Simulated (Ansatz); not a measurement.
# SiO (SMILES O=[Si]): HSE06/def2-TZVPPD

What is the electronic atomisation energy of SiO at HSE06/def2-TZVPPD? 

The results are computed with Ansatz 0.2.0.

32 further runs of the same task are left out: 32 set aside as unsound or not needed.

## 1. The system as given

SiO: 2 atoms, total charge 0, spin state singlet. SMILES: `O=[Si]`. The coordinates come from a PBE0-D4/def2-TZVP relaxation.

Bond lengths: O1–Si2 1.509 Å.

## 2. A single-point energy at HSE06/def2-TZVPPD

Input file input.yaml:

```yaml
crystal:
  periodic: [false, false, false]
  atoms:
    - symbol: O
      position_ang: [-0.640700, 0.231500, -0.324000]
    - symbol: Si
      position_ang: [0.640700, -0.231500, 0.324000]
basis:
  gaussian:
    orbitals: def2-TZVPPD.json
hamiltonian:
  xc: {name: HSE06}
accuracy: high
output: {orbitals: {seedname: orbitals}}
```

The basis set def2-TZVPPD is read from a file made from the Basis Set Exchange's data (not shown).

The run is started by

```console
$ ansatz run input.yaml --threads 1 --pin off --max-ram 3480MiB --events-out events.jsonl --progress --plain --runs-dir runs
```

The program printed:

```text
Warning: RAYON_NUM_THREADS=1 ignored (pool sized by the plan → 1); use --threads N
Functional definition: HSE06
  name "HSE06"
  parameter a = 0.25
  parameter omega = 0.11/bohr
  exchange = pbe_x - a*pbe_x_sr(omega) + a*exact_x_sr(omega)
  correlation = pbe_c
1168 factors; integrals over basis functions are off by at most 3.9e-9 eV
93 factors; integrals over basis functions are off by at most 1.2e-9 eV
mean field evaluation 1: about -9911.0493 eV, gradient 6.9e1 eV
mean field evaluation 2: about -9781.5461 eV, gradient 2.0e2 eV
mean field evaluation 4: about -9919.8727 eV, gradient 4.3e0 eV
mean field evaluation 8: about -9919.9127 eV, gradient 7.7e-1 eV
mean field evaluation 16: about -9919.9139 eV, gradient 1.2e-5 eV
mean field -9919.91387903 eV, -364.5501110951 hartree, gradient 3.2e-8 eV, S^2 0.000000; 0 other end points of the search recorded, 0 dependent functions left out
reference -9919.91388185 eV, -364.5501111988 hartree; 11, 11 occupied and 77, 77 virtual orbitals, 1168 factors
Total energy: -9919.91388185 eV, -364.5501111988 hartree
```

Wall time 2.5 s (1 thread of Arm Neoverse V2, shared host); peak memory 0.17 GiB.

## 3. The O atom

Input file run.yaml:

```yaml
crystal:
  periodic: [false, false, false]
  atoms:
    - {symbol: O, position_ang: [0.000000, 0.000000, 0.000000]}
basis:
  gaussian: {orbitals: def2-TZVPPD.json}
hamiltonian: {xc: hse06}
magnetization: {spin_polarized: true, initial_magnetization: 2}
accuracy: high
```

The basis set def2-TZVPPD is read from a file made from the Basis Set Exchange's data (not shown).

Run the same way, it converges to -75.01582 Eh (log not shown).

## 4. The Si atom, same level

Input file job.yaml:

```yaml
crystal:
  periodic: [false, false, false]
  atoms:
    - symbol: Si
      position_ang: [0.000000, 0.000000, 0.000000]
basis:
  gaussian:
    orbitals: def2-TZVPPD.json
magnetization:
  spin_polarized: true
  initial_magnetization: 2
hamiltonian:
  xc: {name: HSE06}
accuracy: high
```

The basis set def2-TZVPPD is read from a file made from the Basis Set Exchange's data (not shown).

Run the same way, it converges to -289.24308 Eh (log not shown).

## 5. Results

At HSE06/def2-TZVPPD:

```
                     quantity          value
       molecule: total energy  -364.55011 Eh
        molecule: HOMO energy       -8.42 eV
        molecule: LUMO energy       -2.41 eV
      molecule: HOMO–LUMO gap        6.02 eV
         O atom: total energy   -75.01582 Eh
                 O atom: ⟨S²⟩          2.004
        Si atom: total energy  -289.24308 Eh
                Si atom: ⟨S²⟩          2.006
electronic atomisation energy       7.924 eV
```

In words: Taking the molecule apart into free atoms costs 7.92 eV (183 kcal/mol), before zero-point energy and without spin-orbit coupling.
